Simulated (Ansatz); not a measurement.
**C₂H₆FNSi: basis-set convergence**

How large a basis does C₂H₆FNSi need? Two functionals are run in growing sets.

Program: Ansatz 0.2.0, Gaussian basis. Level of theory: one geometry, several basis sets. These are calculated values, not measurements.

Plan: PBE0-D4/def2-SVP; ωB97M-V/def2-SVP; PBE0-D4/def2-QZVPP; ωB97M-V/def2-QZVPP; the functionals' def2-TZVPP values are taken from earlier runs.

## Step 1: The relaxed structure

The geometry comes from an earlier relaxation with PBE0-D4 in a triple-zeta def2 set; it is a stationary point, not always the lowest conformer.

SMILES `N/C=C(\F)[SiH3]`, 11 atoms, charge 0, spin multiplicity 1.

Atoms are counted from 1 here; the program's logs count them from 0.

Bond lengths: N1–C2 1.369 Å, N1–H6 1.007 Å, N1–H7 1.004 Å, C2–C3 1.339 Å, C2–H8 1.083 Å, C3–F4 1.371 Å, C3–Si5 1.849 Å, Si5–H9 1.487 Å, Si5–H10 1.488 Å, Si5–H11 1.488 Å. Angles: C2–N1–H6 116.0°, C2–N1–H7 117.1°, H6–N1–H7 114.5°, N1–C2–C3 125.3°, N1–C2–H8 116.4°, C3–C2–H8 118.2°, C2–C3–F4 116.5°, C2–C3–Si5 126.3°, F4–C3–Si5 117.2°, C3–Si5–H9 106.6°, C3–Si5–H10 111.9°, C3–Si5–H11 111.4°, H9–Si5–H10 109.6°, H9–Si5–H11 109.7°, H10–Si5–H11 107.6°.

## Step 2: PBE0-D4 in def2-SVP

in.yaml reads:

```yaml
crystal:
  periodic: [false, false, false]
  atoms:
    - {symbol: N, position_ang: [-1.559652, 1.554580, -0.236054]}
    - {symbol: C, position_ang: [-0.896034, 0.357912, -0.185786]}
    - {symbol: C, position_ang: [0.404035, 0.205509, 0.094189]}
    - {symbol: F, position_ang: [1.097645, 1.342835, 0.419625]}
    - {symbol: Si, position_ang: [1.349770, -1.383201, 0.074041]}
    - {symbol: H, position_ang: [-1.089589, 2.338018, 0.187139]}
    - {symbol: H, position_ang: [-2.552373, 1.533855, -0.084389]}
    - {symbol: H, position_ang: [-1.469943, -0.523361, -0.445890]}
    - {symbol: H, position_ang: [0.378179, -2.450415, -0.282107]}
    - {symbol: H, position_ang: [2.452966, -1.358262, -0.923526]}
    - {symbol: H, position_ang: [1.950397, -1.674471, 1.403359]}
basis:
  gaussian: {orbitals: def2-SVP}
hamiltonian: {xc: pbe0, dispersion: d4}
output: {orbitals: {seedname: orbitals}}
```

On the command line:

```bash
ansatz run in.yaml --threads 4 --pin off --events-out ev --progress --plain --max-ram 10444MiB
```

Further steps of the session: ωB97M-V in def2-SVP; PBE0-D4 in def2-QZVPP; ωB97M-V in def2-QZVPP.

Before running them: what should the planned runs give, taken together? Wanted: PBE0-D4: double and triple zeta above quadruple; ωB97M-V: double and triple zeta above quadruple.

The runs gave:

| quantity | value |
| --- | --- |
| PBE0-D4: double and triple zeta above quadruple | 10.87, 0.62 eV |
| ωB97M-V: double and triple zeta above quadruple | 11.12, 0.58 eV |

In words: For PBE0-D4 the step from double to triple zeta gains 10.25 eV and the next only 0.62 eV. Total energies overstate the basis error of differences, where much of it tends to cancel. The LUMO of ωB97M-V is positive and keeps falling with the basis (2.74 to 1.50 eV): an unbound level that the basis holds in place.
